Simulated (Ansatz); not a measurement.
# Ta16O: the cost of one run

Computed with Ansatz 0.2.0 (DFT PBE, scalar-relativistic, plane waves, PAW, unless a step's input says otherwise).

6 further runs of the same task are left out: 6 set aside as unsound or not needed. Runs told in other sessions of the task aren't counted.

### Step 1. The structure to begin with

Symmetry: Pmm2, No. 25, orthorhombic system. Conventional cell: a = 6.638 Å, b = 6.638 Å, c = 20.300 Å, α = 90.00°, β = 90.00°, γ = 90.00°. Ta (site symmetry m) is surrounded by 4 Ta at 2.87 Å. Around Ta (site symmetry m) lie 9 Ta at 2.87 to 3.14 Å. Around Ta (site symmetry m) lie 8 Ta at 2.78 to 2.87 Å and 1 O at 3.15 Å. Around Ta (site symmetry m) lie 8 Ta at 2.78 to 2.87 Å. Around Ta (site symmetry m) lie 1 O at 2.04 Å. Around Ta (site symmetry m) lie 5 Ta at 2.78 to 3.14 Å. Only part of the 9 independent sites is listed.

Structure file:

```cif
data_structure
_symmetry_space_group_name_H-M 'P 1'
_symmetry_Int_Tables_number 1
_cell_length_a 6.6379
_cell_length_b 6.6379
_cell_length_c 20.2997
_cell_angle_alpha 90.000
_cell_angle_beta 90.000
_cell_angle_gamma 90.000
_cell_volume 894.45
loop_
_atom_site_label
_atom_site_type_symbol
_atom_site_fract_x
_atom_site_fract_y
_atom_site_fract_z
_atom_site_occupancy
Ta1 Ta 0.25000 0.25000 0.19705 1
Ta2 Ta 0.25000 0.75000 0.19705 1
Ta3 Ta 0.75000 0.25000 0.19705 1
Ta4 Ta 0.75000 0.75000 0.19705 1
Ta5 Ta 0.00000 0.00000 0.27880 1
Ta6 Ta 0.00000 0.50000 0.27880 1
Ta7 Ta 0.50000 0.00000 0.27880 1
Ta8 Ta 0.50000 0.50000 0.27880 1
Ta9 Ta 0.25000 0.25000 0.35991 1
Ta10 Ta 0.25000 0.75000 0.35991 1
Ta11 Ta 0.75000 0.25000 0.35991 1
Ta12 Ta 0.75000 0.75000 0.35991 1
Ta13 Ta 0.00000 0.00000 0.43349 1
Ta14 Ta 0.00000 0.50000 0.43349 1
Ta15 Ta 0.50000 0.00000 0.43349 1
Ta16 Ta 0.50000 0.50000 0.43349 1
O1 O 0.00000 0.25000 0.49162 1
```

This is the geometry of the first run shown, built on a cell relaxed beforehand with the same method.

### Step 2. The scan

Atoms count from 1 in the order of the input.

O is moved over the surface cell; relaxed at each place: the height of the adsorbate's atoms; substrate rigid; the origin of the map has the adsorbate above Ta13.

The axes are (1) position of O17 along the first surface vector, from above Ta13: 8 values from 0.000 to 0.875, periodic; (2) position of O17 along the second surface vector, from above Ta13: 8 values from 0.000 to 0.875, periodic.

Relaxed at each point: the height of the adsorbate's atoms; substrate rigid. Points are written as (first, second).

The two vectors of the plane (Å): (3.319, 0.000, 0.000); (0.000, 3.319, 0.000).

### Step 3. Grid point (0/8, 4/8) of the map's two axes

Input file input.yaml:

```yaml
crystal:
  lattice:
    - [6.6379342676, 0.0, 0.0]
    - [0.0, 6.6379342676, 0.0]
    - [0.0, 0.0, 20.2996557945]
  atoms:
    - { symbol: Ta, position: [0.25, 0.25, 0.1970476761] }
    - { symbol: Ta, position: [0.25, 0.75, 0.1970476761] }
    - { symbol: Ta, position: [0.75, 0.25, 0.1970476761] }
    - { symbol: Ta, position: [0.75, 0.75, 0.1970476761] }
    - { symbol: Ta, position: [0.0, 0.0, 0.2787970212] }
    - { symbol: Ta, position: [0.0, 0.5, 0.2787970212] }
    - { symbol: Ta, position: [0.5, 0.0, 0.2787970212] }
    - { symbol: Ta, position: [0.5, 0.5, 0.2787970212] }
    - { symbol: Ta, position: [0.25, 0.25, 0.3599139039] }
    - { symbol: Ta, position: [0.25, 0.75, 0.3599139039] }
    - { symbol: Ta, position: [0.75, 0.25, 0.3599139039] }
    - { symbol: Ta, position: [0.75, 0.75, 0.3599139039] }
    - { symbol: Ta, position: [0.0, 0.0, 0.4334879312] }
    - { symbol: Ta, position: [0.0, 0.5, 0.4334879312] }
    - { symbol: Ta, position: [0.5, 0.0, 0.4334879312] }
    - { symbol: Ta, position: [0.5, 0.5, 0.4334879312] }
    - { symbol: O, position: [0.0, 0.25, 0.4916169957] }
basis:
  ecutwfc: 420
kpoints:
  mp_grid: { grid: [4, 4, 1] }
hamiltonian:
  xc: pbe
  pseudopotentials: { kind: paw, azcp: { folder: soft_1 } }
scf:
  occupations: { method: gaussian, width: 0.1 }
output:
  forces: true
  eigenvalues: true
  write_density: true
  write_potential: true
  elf: true
  volumetric_format: npy
relax:
  adjacent_minimum: "off"
  f_tol: 0.025
  max_steps: 16
  constraints:
    - { sites: [0, 1, 2, 3, 4, 5, 6, 7, 8, 9, 10, 11, 12, 13, 14, 15] }
    - { sites: [16], fix: xy }
efield:
  axis: 3
  dipole_correction: true
  ramp_width: 0.04
```

On the command line:

```console
$ ansatz run input.yaml --threads 4 --pin off --max-ram 12288MiB --backend cpu --events-out ev --progress --plain --runs-dir out
```

Q: Estimate wall time and peak memory on 4 threads of Arm Neoverse V1, shared host.

About 2.4 min, with a peak of 2.6 GiB.
